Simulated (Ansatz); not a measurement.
# ZrBr4: ionisation energy by level of theory

An exercise on one series of results from a longer session: the logs are not shown, and one member is left open.

Program: Ansatz 0.2.0, Gaussian basis. Level of theory: unrestricted cation, the program's frozen cores in correlated methods. These are calculated values, not measurements.

Plan: UKS PBE-D4/def2-TZVPP; UKS r2SCAN-D4/def2-TZVPP; UKS PBE0-D4/def2-TZVPP; UKS B3LYP-D4/def2-TZVPP; UKS B2PLYP/def2-TZVPP; UHF-CCSD(T)/def2-TZVPP; UHF-MP2/def2-QZVPP; extrapolation to the limit; then −ε(HOMO) from the neutral's earlier runs with LDA (SPW92), PBE-D4, revPBE-D4, BLYP-D4, r2SCAN-D4, B97M-V, PBE0-D4, B3LYP-D4, r2SCANh-D4, r2SCAN0-D4, HSE06-D4, BHLYP-D4, CAM-B3LYP-D4, LC-ωPBE, ωB97X-V, ωB97M-V.

2 further runs of the same task are left out: 2 that didn't finish.

## Structure used throughout

An earlier PBE0-D4 in a triple-zeta def2 set relaxation fixed the geometry. Zr takes the def2 core potential; no spin-orbit term is included.

SMILES `[Br][Zr]([Br])([Br])[Br]`, 5 atoms, charge 0, spin multiplicity 1.

Atoms are counted from 1 here; the program's logs count them from 0.

Bond lengths: Br1–Zr2 2.466 Å, Zr2–Br3 2.466 Å, Zr2–Br4 2.467 Å, Zr2–Br5 2.466 Å. Angles: Br1–Zr2–Br3 109.5°, Br1–Zr2–Br4 109.5°, Br1–Zr2–Br5 109.5°, Br3–Zr2–Br4 109.4°, Br3–Zr2–Br5 109.5°, Br4–Zr2–Br5 109.5°.

Set-up of the first run:

The input, in.yaml:

```yaml
crystal:
  periodic: [false, false, false]
  atoms:
    - {symbol: Br, position_ang: [-1.209095, -0.424858, 2.096244]}
    - {symbol: Zr, position_ang: [0.010025, -0.014730, -0.008245]}
    - {symbol: Br, position_ang: [2.276746, -0.973325, 0.153965]}
    - {symbol: Br, position_ang: [-1.198191, -1.075104, -1.878942]}
    - {symbol: Br, position_ang: [0.170414, 2.414416, -0.404523]}
basis:
  gaussian: {orbitals: def2-TZVPP}
total_charge: 1
magnetization: {spin_polarized: true, initial_magnetization: 1}
hamiltonian: {xc: pbe, dispersion: d4}
```

Command:

```sh
ansatz run in.yaml --threads 2 --pin off --events-out ev --progress --plain --max-ram 22528MiB --backend cpu
```

Steps of the session up to this table: Cation, UKS PBE-D4/def2-TZVPP; Cation, UKS r2SCAN-D4/def2-TZVPP; Cation, UKS PBE0-D4/def2-TZVPP; Cation, UKS B3LYP-D4/def2-TZVPP; Cation, UKS B2PLYP (frozen core)/def2-TZVPP; Cation, UHF-CCSD(T)/def2-TZVPP; Cation, UHF-MP2/def2-QZVPP.

One table of the session follows, with a row left open; its other results are not shown here.

Orbital estimates, from the neutral's runs:

```
  functional  −ε(HOMO) (eV)
 LDA (SPW92)           7.84
      PBE-D4           7.66
   revPBE-D4           7.60
     BLYP-D4           7.47
   r2SCAN-D4           8.03
      B97M-V              ?
     PBE0-D4           8.90
    B3LYP-D4           8.63
  r2SCANh-D4           8.47
  r2SCAN0-D4           9.15
    HSE06-D4           8.51
    BHLYP-D4           9.97
CAM-B3LYP-D4          10.17
     LC-ωPBE          11.55
     ωB97X-V          11.19
     ωB97M-V          11.04
```

**Question.** Estimate the row for B97M-V.

As computed: −ε(HOMO) (eV): 8.06. In the column «−ε(HOMO) (eV)» it lies between r2SCAN-D4 (8.03) and r2SCANh-D4 (8.47).

Caveats from the session: In point group Td the highest level is often degenerate; the cation then breaks the symmetry, and the runs may pick different components.
